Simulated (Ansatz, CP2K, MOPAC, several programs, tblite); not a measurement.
**What cheap methods get right for BaZnSbF**

Aim: run BaZnSbF through methods of unlike cost and see what each gets, and at what price.

Method: no spin polarisation, static lattice; gaps from single points on the cell relaxed beforehand with r²SCAN, in MOPAC, CP2K, Ansatz (versions at each run).

4 further runs of the same task are left out: 4 set aside as unsound or not needed.

### 1 The starting structure

It takes space group P4/nmm (No. 129, tetragonal). Conventional cell: a = 4.454 Å, b = 4.454 Å, c = 9.752 Å, α = 90.00°, β = 90.00°, γ = 90.00°. Around Ba (site symmetry 4mm) lie 4 F at 2.66 Å. Zn (site symmetry -4m2) is surrounded by 4 Sb at 2.75 Å and 4 Zn at 3.15 Å. Sb (site symmetry 4mm) is surrounded by 4 Zn at 2.75 Å. F (site symmetry -4m2) is surrounded by 4 Ba at 2.66 Å.

As a file:

```cif
data_structure
_symmetry_space_group_name_H-M 'P4/nmm:1'
_symmetry_Int_Tables_number 129
_cell_length_a 4.4539
_cell_length_b 4.4539
_cell_length_c 9.7520
_cell_angle_alpha 90.000
_cell_angle_beta 90.000
_cell_angle_gamma 90.000
_cell_volume 193.45
loop_
_atom_site_label
_atom_site_type_symbol
_atom_site_symmetry_multiplicity
_atom_site_Wyckoff_symbol
_atom_site_fract_x
_atom_site_fract_y
_atom_site_fract_z
_atom_site_occupancy
Ba1 Ba 2 c 0.00000 0.50000 0.35071 1
Zn1 Zn 2 a 0.50000 0.50000 0.00000 1
Sb1 Sb 2 c 0.50000 0.00000 0.16501 1
F1 F 2 b 0.50000 0.50000 0.50000 1
```

**Question.** The methods are PM6, PM7, PBE/DZVP, PBE/SZV, coarse PBE, PBE, r2SCAN. What gap does r2SCAN give on this cell, and which other methods (full PBE left aside) come nearest to r2SCAN and farthest in gap?

| quantity | value |
| --- | --- |
| r2SCAN | no gap, 24.18 Å³/atom, B₀ 55 GPa |
| gap: nearest and farthest of the other methods | PBE/DZVP, coarse PBE (about 0.00 eV off); PBE/SZV (+0.30 eV) |

**Reading.** For the gap (full PBE left aside), PBE/DZVP, coarse PBE tie for nearest to r2SCAN; PBE/SZV is farthest. A minimal basis or a coarse cutoff and mesh shifts results by its own error, so closeness to r2SCAN can be chance. PM7, PM6 ended in an unphysical state and are left out of the comparison. No volume is given for PBE/SZV, coarse PBE, which can hide a larger miss. The crystal holds layers or molecular units; volumes and moduli at fixed shape hide how each method binds them. Overlaps count as a gap of zero in the misses; they are PBE/DZVP -0.09, coarse PBE -0.09, PBE -0.16 eV. CPU times run from 3.7 s (coarse PBE) to 54 s (r2SCAN). PBE/SZV disagrees with r2SCAN even on whether there is a gap. Semilocal functionals can close a small real gap, so r2SCAN's «no gap» may be its own error. r2SCAN is a yardstick, not the truth. Spin-orbit coupling is left out throughout.
